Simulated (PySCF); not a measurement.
# SrTe: spin, charge, geometry and surroundings

One physical setting of the base script is moved in each run, with the edits that it forces.

The runs use PySCF 2.14.0; each script names its method and basis.

3 further runs of the same task are left out: 2 for a known fault of the program, 1 that didn't finish.

### 1 The system as given

SrTe: 2 atoms, charge 0, spin multiplicity 1.

Bond lengths: Sr1–Te2 2.818 Å.

### 2 Base script

File input.py:

```python
from pyscf import gto, scf

mol = gto.M(
    atom='Sr 0 0 0; Te 0 0 2.818',
    basis='lanl2dz',
    ecp={'Sr': 'lanl2dz', 'Te': 'lanl2dz'},
    charge=0,
    spin=0,
    symmetry=True,
    verbose=4,
)
mf = scf.RHF(mol)
mf.kernel()
mf.mulliken_pop()
mf.dip_moment()
print('orbital energies (hartree):', mf.mo_energy[..., max(0, mol.nelec[1]-3):mol.nelec[0]+3].round(4))
```

Command:

```bash
$ OMP_NUM_THREADS=1 python input.py
```

Its log is not repeated here.

Base result: E(SCF) = -37.928898 Eh, 10 cycles, μ = 12.90 D.

The bond length is a typed value, not an optimised one.

### 3 Bond 3.522 Å

Edit 1 changes bond length: 2.818 Å → 3.522 Å.

File input.py:

```python
from pyscf import gto, scf

mol = gto.M(
    atom='Sr 0 0 0; Te 0 0 3.522',
    basis='lanl2dz',
    ecp={'Sr': 'lanl2dz', 'Te': 'lanl2dz'},
    charge=0,
    spin=0,
    symmetry=True,
    verbose=4,
)
mf = scf.RHF(mol)
mf.kernel()
mf.mulliken_pop()
mf.dip_moment()
print('orbital energies (hartree):', mf.mo_energy[..., max(0, mol.nelec[1]-3):mol.nelec[0]+3].round(4))
```

Command:

```bash
$ OMP_NUM_THREADS=1 python input.py
```

### 4 Bond 2.903 Å

Edit 2 changes bond length: 2.818 Å → 2.903 Å.

input.py: that of step 2 with these lines changed.

```diff
@@ -3,3 +3,3 @@
 mol = gto.M(
-    atom='Sr 0 0 0; Te 0 0 2.818',
+    atom='Sr 0 0 0; Te 0 0 2.903',
     basis='lanl2dz',
```

### 5 Charge +1 (doublet, UHF)

Edit 3 changes charge: 0 → 1; spin (2S): 0 → 1; SCF type: RHF → UHF.

File input.py:

```python
from pyscf import gto, scf

mol = gto.M(
    atom='Sr 0 0 0; Te 0 0 2.818',
    basis='lanl2dz',
    ecp={'Sr': 'lanl2dz', 'Te': 'lanl2dz'},
    charge=1,
    spin=1,
    symmetry=True,
    verbose=4,
)
mf = scf.UHF(mol)
mf.kernel()
mf.mulliken_pop()
mf.dip_moment()
print('orbital energies (hartree):', [e[max(0, n-3):n+3].round(4) for e, n in zip(mf.mo_energy, mol.nelec)])
```

### 6 Electric field 0.001 a.u.

Edit 4 changes electric field: none → 0.001 a.u.; point-group symmetry: on → off.

input.py: that of step 2 with these lines changed.

```diff
@@ -8,3 +8,2 @@
     spin=0,
-    symmetry=True,
     verbose=4,
@@ -12,2 +11,7 @@
 mf = scf.RHF(mol)
+field = 0.001  # electric field along z, atomic units
+h = mf.get_hcore() + field*mol.intor('int1e_r')[2]
+mf.get_hcore = lambda *args: h
+e_nuc = mol.energy_nuc() - field*mol.atom_charges() @ mol.atom_coords()[:, 2]
+mf.energy_nuc = lambda *args: e_nuc
 mf.kernel()
```

### 7 Electric field -0.01 a.u.

Edit 5 changes electric field: none → -0.01 a.u.; point-group symmetry: on → off.

input.py: that of step 2 with these lines changed.

```diff
@@ -8,3 +8,2 @@
     spin=0,
-    symmetry=True,
     verbose=4,
@@ -12,2 +11,7 @@
 mf = scf.RHF(mol)
+field = -0.01  # electric field along z, atomic units
+h = mf.get_hcore() + field*mol.intor('int1e_r')[2]
+mf.get_hcore = lambda *args: h
+e_nuc = mol.energy_nuc() - field*mol.atom_charges() @ mol.atom_coords()[:, 2]
+mf.energy_nuc = lambda *args: e_nuc
 mf.kernel()
```

### 8 Triplet (UHF)

Edit 6 changes spin (2S): 0 → 2; SCF type: RHF → UHF.

File input.py:

```python
from pyscf import gto, scf

mol = gto.M(
    atom='Sr 0 0 0; Te 0 0 2.818',
    basis='lanl2dz',
    ecp={'Sr': 'lanl2dz', 'Te': 'lanl2dz'},
    charge=0,
    spin=2,
    symmetry=True,
    verbose=4,
)
mf = scf.UHF(mol)
mf.kernel()
mf.mulliken_pop()
mf.dip_moment()
print('orbital energies (hartree):', [e[max(0, n-3):n+3].round(4) for e, n in zip(mf.mo_energy, mol.nelec)])
```

Before running it: what results should come out? Wanted: for each run, E(SCF); from base; gap, α spin; SCF dipole.

The runs gave:

| run | E(SCF) (hartree) | from base (eV) | cycles | gap, α spin (eV) | SCF dipole (D) |
| --- | --- | --- | --- | --- | --- |
| base | -37.928898 | 0 | 10 | 5.22 | 12.90 |
| bond 3.522 Å | -37.936311 | -0.2017 | 12 | 4.68 | 12.26 |
| bond 2.903 Å | -37.935959 | -0.1921 | 10 | 5.10 | 13.05 |
| charge +1 (doublet, UHF) | -37.723870 | +5.5791 | 10 | 6.05 | n/a |
| electric field 0.001 a.u. | -37.923967 | +0.1342 | 10 | 5.18 | 12.16 |
| electric field -0.01 a.u. | -37.992061 | -1.7188 | 10 | 5.59 | 18.76 |
| triplet (UHF) | -37.936567 | -0.2087 | 9 | 6.02 | 5.51 |

Of the runs whose energies can be compared, “electric field -0.01 a.u.” moves the SCF energy most (-1.719 eV). At the SCF level, going to the doublet with one electron fewer costs 5.58 eV at fixed geometry, against 6.48 eV for the negative of the highest filled level. The triplet solution found lies 0.21 eV below the base singlet at this geometry and level, so the base is not the lowest spin state.
